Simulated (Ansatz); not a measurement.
# SiBr₂: a ladder of functionals and wavefunction methods

The task here is to estimate one member of a computed series from the others.

Program: Ansatz 0.2.0, Gaussian basis. Level of theory: functionals in def2-TZVPP, the program's frozen cores in correlated methods. These are calculated values, not measurements.

The runs, in order: LDA (SPW92), PBE-D4, revPBE-D4, BLYP-D4, r2SCAN-D4, B97M-V, PBE0-D4, B3LYP-D4, r2SCANh-D4, r2SCAN0-D4, HSE06-D4, BHLYP-D4, CAM-B3LYP-D4, LC-ωPBE, ωB97X-V, ωB97M-V, B2PLYP, PBE-QIDH; CCSD(T)/def2-SVP; CCSD(T)/def2-TZVPP; MP2/def2-QZVPP; extrapolation to the limit; RPA on PBE.

### Structure used throughout

All runs share one geometry, relaxed beforehand with PBE0-D4 in a triple-zeta def2 set.

SMILES `Br[Si]Br`, 3 atoms, charge 0, spin multiplicity 1.

Atoms are counted from 1 here; the program's logs count them from 0.

Bond lengths: Br1–Si2 2.249 Å, Si2–Br3 2.249 Å. Angles: Br1–Si2–Br3 101.9°.

Set-up of the first run:

Input file in.yaml:

```yaml
crystal:
  periodic: [false, false, false]
  atoms:
    - {symbol: Br, position_ang: [0.975099, 1.342079, 0.670925]}
    - {symbol: Si, position_ang: [-0.769963, 0.385735, -0.376433]}
    - {symbol: Br, position_ang: [-0.216036, -1.792614, -0.307792]}
basis:
  gaussian: {orbitals: def2-TZVPP}
hamiltonian: {xc: lda}
output: {orbitals: {seedname: orbitals}}
```

Among the steps run: LDA; PBE-D4 (GGA); revPBE-D4 (GGA); BLYP-D4 (GGA); r2SCAN-D4 (meta-GGA); B97M-V (meta-GGA); PBE0-D4 (hybrid); B3LYP-D4 (hybrid); r2SCANh-D4 (hybrid); r2SCAN0-D4 (hybrid); HSE06-D4 (hybrid); BHLYP-D4 (hybrid); CAM-B3LYP-D4 (range-separated); LC-ωPBE-D4 (range-separated; the results give it without D4); ωB97X-V (range-separated); ωB97M-V (range-separated); B2PLYP (double hybrid); PBE-QIDH (double hybrid).

One of the session's tables, all rows but one given; the rest of the session is left out.

It belongs to the step «Orbital energies across the functionals». 

| functional | HOMO (eV) | LUMO (eV) | gap (eV) |
| --- | --- | --- | --- |
| LDA (SPW92) | ? | ? | ? |
| PBE-D4 | -6.48 | -3.79 | 2.69 |
| revPBE-D4 | -6.44 | -3.73 | 2.71 |
| BLYP-D4 | -6.34 | -3.62 | 2.72 |
| r2SCAN-D4 | -6.71 | -3.76 | 2.95 |
| B97M-V | -6.77 | -3.66 | 3.11 |
| PBE0-D4 | -7.54 | -3.08 | 4.47 |
| B3LYP-D4 | -7.35 | -3.21 | 4.13 |
| r2SCANh-D4 | -7.10 | -3.48 | 3.62 |
| r2SCAN0-D4 | -7.68 | -3.06 | 4.63 |
| HSE06-D4 | -7.15 | -3.45 | 3.70 |
| BHLYP-D4 | -8.47 | -2.18 | 6.29 |
| CAM-B3LYP-D4 | -8.76 | -2.00 | 6.76 |
| LC-ωPBE | -10.01 | -1.00 | 9.00 |
| ωB97X-V | -9.69 | -1.04 | 8.65 |
| ωB97M-V | -9.55 | -1.11 | 8.44 |

**Question.** Estimate the row for LDA (SPW92).

As computed: HOMO (eV): -6.63; LUMO (eV): -3.98; gap (eV): 2.65. In the column «HOMO (eV)» it lies between r2SCAN-D4 (-6.71) and PBE-D4 (-6.48).
